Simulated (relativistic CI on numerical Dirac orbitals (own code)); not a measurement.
# Co³⁺: K-alpha emission multiplets

Aim: the K-alpha emission spectrum of Co³⁺ in 4 surroundings, from the same atomic integrals.

Program: relativistic CI on numerical Dirac orbitals (own code) version 1. Level of theory: Dirac-Coulomb-Breit CI, KLI orbitals optimised for each configuration, model QED (radiative potential, 1s self-energy scaled to tabulated hydrogen-like ionisation energies), multiplet model of X-ray emission after core ionisation. These are calculated values, not measurements, unless marked.

## Step 1: The atom as given

```
ion            : Co³⁺ (Co IV)
nuclear charge : 27
electrons      : 24
configurations : [Ar] 3d6 → 1s 2s2 2p6 3s2 3p6 3d6 → [He] 2s2 2p5 3s2 3p6 3d6
temperature    : 300 K
widths         : Lorentz 2.52 eV, Gauss 0.6 eV
surrounding 1  : free ion
surrounding 2  : Oh, 10Dq = 29000 cm⁻¹
surrounding 3  : D4h, 10Dq = 28950, Ds = 170, Dt = 1130 cm⁻¹
surrounding 4  : D4h, 10Dq = 8250, Ds = 1860, Dt = 1100 cm⁻¹
```

## Step 2: Surrounding 1: free ion

Settings, as recorded:

```ini
atom Co  Z=27  charge=3  electrons=24
nucleus A=59  rms_radius_fm=3.7875
hamiltonian dirac-coulomb  breit=on  qed=on  c_scale=1
orbitals kli  potential=per-configuration
slater_scale 1
correlation none
mixing on
configurations
  [Ar] 3d6
  1s 2s2 2p6 3s2 3p6 3d6
  [He] 2s2 2p5 3s2 3p6 3d6
end
emission K-alpha T=300 lorentz=2.52 gauss=0.6
crystal_field free
```

The program writes no log. Results of the run, from its result record (rounded, main fields):

```text
{
  "status": "converged",
  "curve, one point in 3 above 2 % of the maximum [energy, intensity] [eV; 1/eV]": [
    [6902.6, 0.00187],
    [6903.8, 0.002465],
    [6905, 0.003504],
    [6906.2, 0.00558],
    [6907.4, 0.009115],
    [6908.6, 0.01218],
    [6909.8, 0.01964],
    [6911, 0.03086],
    [6912.2, 0.04307],
    [6913.4, 0.04191],
    [6914.6, 0.02551],
    [6915.8, 0.01368],
    [6917, 0.00944],
    [6918.2, 0.009037],
    [6919.4, 0.01035],
    [6920.6, 0.01329],
    [6921.8, 0.01997],
    [6923, 0.02615],
    [6924.2, 0.02617],
    [6925.4, 0.03045],
    [6926.6, 0.04411],
    [6927.8, 0.05892],
    [6929, 0.08158],
    [6930.2, 0.08165],
    [6931.4, 0.07991],
    [6932.6, 0.0392],
    [6933.8, 0.01837],
    [6935, 0.01043],
    "... 5 more rows left out ..."
  ],
  "sticks, the strongest [energy, strength] [eV, share]": [
    [6910.69, 0.02384],
    [6912.35, 0.03547],
    [6912.45, 0.0578],
    [6913.6, 0.03042],
    [6913.69, 0.02121],
    [6922.52, 0.0254],
    [6926.84, 0.02302],
    [6926.94, 0.03601],
    [6928.86, 0.0404],
    [6928.89, 0.1053],
    [6928.98, 0.02667],
    [6930.65, 0.04493],
    [6930.68, 0.02685],
    [6931.25, 0.2129]
  ],
  "centroid [eV]": 6923.97,
  "spread [eV]": 7.81671,
  "peak [eV]": 6931.0,
  "ground_S": 1.99893,
  "radial 1s 2p6 3d6 [Ha, bohr]": {"<r^1>(1s)": 0.055596, "<r^2>(1s)": 0.004152, "<r^4>(1s)": 4.4162e-05, "<r^-3>(3d)": 8.6456, "<r^1>(3d)": 0.83097, "<r^2>(3d)": 0.85231, "<r^4>(3d)": 1.5205, "F2(3d,3d)": 0.5241, "F4(3d,3d)": 0.32889, "G2(1s,3d)": 0.0030204, "zeta(3d)": 0.003695},
  "radial 1s2 2p5 3d6 [Ha, bohr]": {"<r^-3>(2p)": 552.41, "<r^1>(2p)": 0.22126, "<r^2>(2p)": 0.060014, "<r^4>(2p)": 0.0072631, "zeta(2p)": 0.35494, "<r^-3>(3d)": 8.5095, "<r^1>(3d)": 0.82975, "<r^2>(3d)": 0.84813, "<r^4>(3d)": 1.4977, "F2(3d,3d)": 0.52625, "F4(3d,3d)": 0.33057, "F2(2p,3d)": 0.31528, "G1(2p,3d)": 0.2427, "G3(2p,3d)": 0.13809, "zeta(3d)": 0.003759}
}
```

Wall time 0.86 s (1 thread, shared host).

## Step 3: Surrounding 2: Oh, 10Dq = 29000

Changes to the settings of step 2:

```diff
@@ -13,2 +13,2 @@
 emission K-alpha T=300 lorentz=2.52 gauss=0.6
-crystal_field free
+crystal_field Oh 10Dq=29000
```

Main fields:

```text
{
  "status": "converged",
  "curve, one point in 4 above 2 % of the maximum [energy, intensity] [eV; 1/eV]": [
    [6904, 0.002695],
    [6905.6, 0.004465],
    [6907.2, 0.007955],
    [6908.8, 0.01524],
    [6910.4, 0.02398],
    [6912, 0.03425],
    [6913.6, 0.0588],
    [6915.2, 0.02857],
    [6916.8, 0.01251],
    [6918.4, 0.009167],
    [6920, 0.01067],
    [6921.6, 0.01492],
    [6923.2, 0.02292],
    [6924.8, 0.02711],
    [6926.4, 0.04005],
    [6928, 0.1013],
    [6929.6, 0.1073],
    [6931.2, 0.03441],
    [6932.8, 0.01433],
    [6934.4, 0.007745],
    [6936, 0.004862],
    [6937.6, 0.00335]
  ],
  "sticks, the strongest [energy, strength] [eV, share]": [
    [6910.74, 0.02865],
    [6911.55, 0.0227],
    [6913.69, 0.1916],
    [6913.93, 0.0206],
    [6928.25, 0.01352],
    [6928.26, 0.08341],
    [6928.84, 0.01591],
    [6928.99, 0.4325]
  ],
  "centroid [eV]": 6922.98,
  "spread [eV]": 7.47369,
  "peak [eV]": 6928.8,
  "ground_S": 0.0144719
}
```

It took 0.88 s on 1 thread, shared host.

## Step 4: Surrounding 3: D4h, 10Dq = 28950, Ds = 170, Dt = 1130

Changes to the settings of step 3:

```diff
@@ -13,2 +13,2 @@
 emission K-alpha T=300 lorentz=2.52 gauss=0.6
-crystal_field Oh 10Dq=29000
+crystal_field D4h 10Dq=28950 Ds=170 Dt=1130
```

Main fields:

```text
{
  "status": "converged",
  "curve, one point in 4 above 2 % of the maximum [energy, intensity] [eV; 1/eV]": [
    [6901.8, 0.001878],
    [6903.4, 0.002662],
    [6905, 0.004322],
    [6906.6, 0.007775],
    [6908.2, 0.01367],
    [6909.8, 0.02402],
    [6911.4, 0.03828],
    [6913, 0.04401],
    [6914.6, 0.0312],
    [6916.2, 0.01488],
    [6917.8, 0.01085],
    [6919.4, 0.01168],
    [6921, 0.01672],
    [6922.6, 0.02095],
    [6924.2, 0.02566],
    [6925.8, 0.03857],
    [6927.4, 0.05504],
    [6929, 0.083],
    [6930.6, 0.08249],
    [6932.2, 0.03411],
    [6933.8, 0.01347],
    [6935.4, 0.007137],
    [6937, 0.004465],
    [6938.6, 0.003084],
    [6940.2, 0.002272]
  ],
  "sticks, the strongest [energy, strength] [eV, share]": [
    [6913.87, 0.01502],
    [6928.91, 0.01817],
    [6929.18, 0.01812],
    [6930.62, 0.06608],
    [6930.73, 0.01508],
    [6930.74, 0.03268],
    [6930.76, 0.02632],
    [6930.77, 0.06171]
  ],
  "centroid [eV]": 6923.02,
  "spread [eV]": 7.92951,
  "peak [eV]": 6929.8,
  "ground_S": 1.99536
}
```

Wall time 0.91 s (1 thread, shared host).

## Step 5: Surrounding 4: D4h, 10Dq = 8250, Ds = 1860, Dt = 1100

Changes to the settings of step 4:

```diff
@@ -13,2 +13,2 @@
 emission K-alpha T=300 lorentz=2.52 gauss=0.6
-crystal_field D4h 10Dq=28950 Ds=170 Dt=1130
+crystal_field D4h 10Dq=8250 Ds=1860 Dt=1100
```

Main fields:

```text
{
  "status": "converged",
  "curve, one point in 4 above 2 % of the maximum [energy, intensity] [eV; 1/eV]": [
    [6901.4, 0.001729],
    [6903, 0.002447],
    [6904.6, 0.003854],
    [6906.2, 0.007107],
    [6907.8, 0.01238],
    [6909.4, 0.02007],
    [6911, 0.03458],
    [6912.6, 0.04638],
    [6914.2, 0.03682],
    [6915.8, 0.01631],
    [6917.4, 0.01063],
    [6919, 0.0113],
    [6920.6, 0.01549],
    [6922.2, 0.02232],
    [6923.8, 0.02379],
    [6925.4, 0.03149],
    [6927, 0.0498],
    [6928.6, 0.08136],
    [6930.2, 0.0776],
    [6931.8, 0.04931],
    [6933.4, 0.01765],
    [6935, 0.008531],
    [6936.6, 0.005087],
    [6938.2, 0.003416],
    [6939.8, 0.002471],
    [6941.4, 0.00188]
  ],
  "sticks, the strongest [energy, strength] [eV, share]": [
    [6912.21, 0.02344],
    [6913.93, 0.01687],
    [6929.02, 0.01602],
    [6930.84, 0.02808],
    [6930.96, 0.03135],
    [6931.03, 0.02406],
    [6931.04, 0.02519],
    [6931.07, 0.05744]
  ],
  "centroid [eV]": 6923.02,
  "spread [eV]": 7.96185,
  "peak [eV]": 6929.0,
  "ground_S": 1.99901
}
```

It took 0.93 s on 1 thread, shared host.

## Step 6: The spectra side by side

| surrounding | ground S | centroid (eV) | spread (eV) | up to four highest peaks (% of the highest), eV |
| --- | --- | --- | --- | --- |
| 1: free | 2.00 | 6923.97 | 7.82 | 6912.6 (53), 6923.4 (31), 6929.0 (95), 6931.0 (100) |
| 2: Oh | 0.01 | 6922.98 | 7.47 | 6913.6 (44), 6928.8 (100) |
| 3: D4h | 2.00 | 6923.02 | 7.93 | 6913.0 (50), 6929.8 (100) |
| 4: D4h | 2.00 | 6923.02 | 7.96 | 6912.6 (56), 6929.0 (100) |

## Step 7: Summary of results

| quantity | value |
| --- | --- |
| highest peak, first run | 6931.0 eV |
| ground spin (effective S from ⟨S²⟩) | 0.01 to 2.00 |

The ground spin changes between the runs (2.00 to 0.01), and the line shape with it. The position of the maximum differs by up to 2.2 eV between the surroundings, by shifts of peaks or by peaks exchanging rank. Photon energies are those of the free ion; lines in solids lie a few eV away.
